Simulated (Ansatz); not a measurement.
# ScCd15S16 (Greenockite): the cost of one run

Computed with Ansatz 0.2.0 (DFT, PBE, plane-wave PAW, default files, scalar-relativistic, as far as a step names no other, unless a step's input says otherwise).

## 1. The structure to begin with

It takes space group P3m1 (No. 156, trigonal). Conventional cell: a = 8.300 Å, b = 8.300 Å, c = 13.474 Å, α = 90.00°, β = 90.00°, γ = 120.00°. Around Sc (site symmetry 3m) lie 4 S at 2.53 to 2.54 Å. Cd (site symmetry 3m) has 4 S at 2.53 to 2.54 Å as nearest neighbours. Cd (site symmetry m) has 4 S at 2.53 to 2.54 Å as nearest neighbours. Only part of the 16 independent sites is listed.

Coordinates:

```cif
data_structure
_symmetry_space_group_name_H-M 'P3m1'
_symmetry_Int_Tables_number 156
_cell_length_a 8.3000
_cell_length_b 8.3000
_cell_length_c 13.4740
_cell_angle_alpha 90.000
_cell_angle_beta 90.000
_cell_angle_gamma 120.000
_cell_volume 803.87
loop_
_atom_site_label
_atom_site_type_symbol
_atom_site_symmetry_multiplicity
_atom_site_Wyckoff_symbol
_atom_site_fract_x
_atom_site_fract_y
_atom_site_fract_z
_atom_site_occupancy
Sc1 Sc 1 a 0.00000 0.00000 0.00000 1
Cd1 Cd 1 a 0.00000 0.00000 0.50000 1
Cd2 Cd 3 d 0.00000 0.50000 0.00000 1
Cd3 Cd 3 d 0.00000 0.50000 0.50000 1
Cd4 Cd 3 d 0.16667 0.83333 0.25000 1
Cd5 Cd 3 d 0.16667 0.83333 0.75000 1
Cd6 Cd 1 c 0.66667 0.33333 0.25000 1
Cd7 Cd 1 c 0.66667 0.33333 0.75000 1
S1 S 1 a 0.00000 0.00000 0.18750 1
S2 S 1 a 0.00000 0.00000 0.68750 1
S3 S 3 d 0.00000 0.50000 0.18750 1
S4 S 3 d 0.00000 0.50000 0.68750 1
S5 S 3 d 0.16667 0.83333 0.43750 1
S6 S 3 d 0.16667 0.83333 0.93750 1
S7 S 1 c 0.66667 0.33333 0.43750 1
S8 S 1 c 0.66667 0.33333 0.93750 1
```

Atom 1 of the input is the impurity.

## 2. Gradients at the starting positions

File input.yaml:

```yaml
crystal:
  lattice:
    - [8.3, 0.0, 0.0]
    - [-4.15, 7.1880108514, 0.0]
    - [0.0, 0.0, 13.474]
  atoms:
    - { symbol: Sc, position: [0.1666666666, 0.3333333334, 0.0] }
    - { symbol: Cd, position: [0.1666666666, 0.3333333334, 0.5] }
    - { symbol: Cd, position: [0.1666666666, 0.8333333334, 0.0] }
    - { symbol: Cd, position: [0.1666666666, 0.8333333334, 0.5] }
    - { symbol: Cd, position: [0.6666666666, 0.3333333334, 0.0] }
    - { symbol: Cd, position: [0.6666666666, 0.3333333334, 0.5] }
    - { symbol: Cd, position: [0.6666666666, 0.8333333334, 0.0] }
    - { symbol: Cd, position: [0.6666666666, 0.8333333334, 0.5] }
    - { symbol: Cd, position: [0.3333333334, 0.1666666666, 0.25] }
    - { symbol: Cd, position: [0.3333333334, 0.1666666666, 0.75] }
    - { symbol: Cd, position: [0.3333333334, 0.6666666666, 0.25] }
    - { symbol: Cd, position: [0.3333333334, 0.6666666666, 0.75] }
    - { symbol: Cd, position: [0.8333333334, 0.1666666666, 0.25] }
    - { symbol: Cd, position: [0.8333333334, 0.1666666666, 0.75] }
    - { symbol: Cd, position: [0.8333333334, 0.6666666666, 0.25] }
    - { symbol: Cd, position: [0.8333333334, 0.6666666666, 0.75] }
    - { symbol: S, position: [0.1666666666, 0.3333333334, 0.1875] }
    - { symbol: S, position: [0.1666666666, 0.3333333334, 0.6875] }
    - { symbol: S, position: [0.1666666666, 0.8333333334, 0.1875] }
    - { symbol: S, position: [0.1666666666, 0.8333333334, 0.6875] }
    - { symbol: S, position: [0.6666666666, 0.3333333334, 0.1875] }
    - { symbol: S, position: [0.6666666666, 0.3333333334, 0.6875] }
    - { symbol: S, position: [0.6666666666, 0.8333333334, 0.1875] }
    - { symbol: S, position: [0.6666666666, 0.8333333334, 0.6875] }
    - { symbol: S, position: [0.3333333334, 0.1666666666, 0.4375] }
    - { symbol: S, position: [0.3333333334, 0.1666666666, 0.9375] }
    - { symbol: S, position: [0.3333333334, 0.6666666666, 0.4375] }
    - { symbol: S, position: [0.3333333334, 0.6666666666, 0.9375] }
    - { symbol: S, position: [0.8333333334, 0.1666666666, 0.4375] }
    - { symbol: S, position: [0.8333333334, 0.1666666666, 0.9375] }
    - { symbol: S, position: [0.8333333334, 0.6666666666, 0.4375] }
    - { symbol: S, position: [0.8333333334, 0.6666666666, 0.9375] }
total_charge: 1
kpoints:
  mp_grid: { grid: [3, 3, 2] }
scf:
  occupations: { method: fermi_dirac, width: 0.01 }
hamiltonian:
  xc: pbe
  pseudopotentials: { kind: paw }
output:
  forces: true
  stress: true
  populations: true
  efg:
    quadrupole_moments_barn: { Sc: -0.22, S: -0.0694 }
    contact_densities: true
  write_density: true
  write_potential: true
  elf: true
  volumetric_format: npy
```

Command:

```console
> ansatz run input.yaml --threads 4 --pin off --max-ram 8192MiB --backend cpu --events-out ev --progress --plain --runs-dir out
```

Q: Estimate wall time and peak memory on 4 threads of AMD EPYC 9R14 (Zen 4), shared host.

About 31 s, with a peak of 4 GiB.
